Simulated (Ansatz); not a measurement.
# Sn: the cost of one run

Computed with Ansatz 0.2.0 (DFT PBEsol, scalar-relativistic, plane waves, PAW, unless a step's input says otherwise).

2 further runs of the same task are left out: 1 that didn't finish, 1 set aside as unsound or not needed. Runs told in other sessions of the task aren't counted.

## 1. The starting structure

Symmetry: I4_1/amd, No. 141, tetragonal system. Conventional cell: a = 5.820 Å, b = 5.820 Å, c = 3.174 Å, α = 90.00°, β = 90.00°, γ = 90.00°. Sn (site symmetry -4m2) has 6 Sn at 3.02 to 3.17 Å in its first shell of neighbours.

As a file:

```cif
data_structure
_symmetry_space_group_name_H-M 'P 1'
_symmetry_Int_Tables_number 1
_cell_length_a 4.4106
_cell_length_b 4.4106
_cell_length_c 4.4106
_cell_angle_alpha 97.439
_cell_angle_beta 97.439
_cell_angle_gamma 137.823
_cell_volume 53.75
loop_
_atom_site_label
_atom_site_type_symbol
_atom_site_fract_x
_atom_site_fract_y
_atom_site_fract_z
_atom_site_occupancy
Sn1 Sn 0.75000 0.25000 0.50000 1
Sn2 Sn 0.00000 0.00000 0.00000 1
```

It goes back to an entry of the Materials Project.

It is the result of an earlier relaxation at this level (volume 26.88 Å³/atom; gap on the mesh: none (metal)).

## 2. The reference: the undisturbed cell on the scan's mesh

input.yaml

```yaml
crystal:
  lattice:
    - [-2.9099000275, 2.9099000275, 1.5869856508]
    - [2.9099000275, -2.9099000275, 1.5869856508]
    - [2.9099000275, 2.9099000275, -1.5869856508]
  atoms:
    - { symbol: Sn, position: [0.75, 0.25, 0.5] }
    - { symbol: Sn, position: [0.0, 0.0, 0.0] }
basis:
  ecutwfc: 420
kpoints:
  mp_grid: { grid: [22, 22, 22] }
hamiltonian:
  xc: pbesol
scf:
  occupations: { method: gaussian, width: 0.15 }
output:
  forces: true
  stress: true
  eigenvalues: true
```

Command:

```bash
$ ansatz run input.yaml --threads 2 --pin off --max-ram 5120MiB --backend cpu --events-out ev --progress --plain --runs-dir out
```

**Question.** How long does this run take on 2 threads of Intel Xeon Platinum 8488C (Sapphire Rapids), shared host, and how much memory does it need?

About 24 s, with a peak of 0.92 GiB.
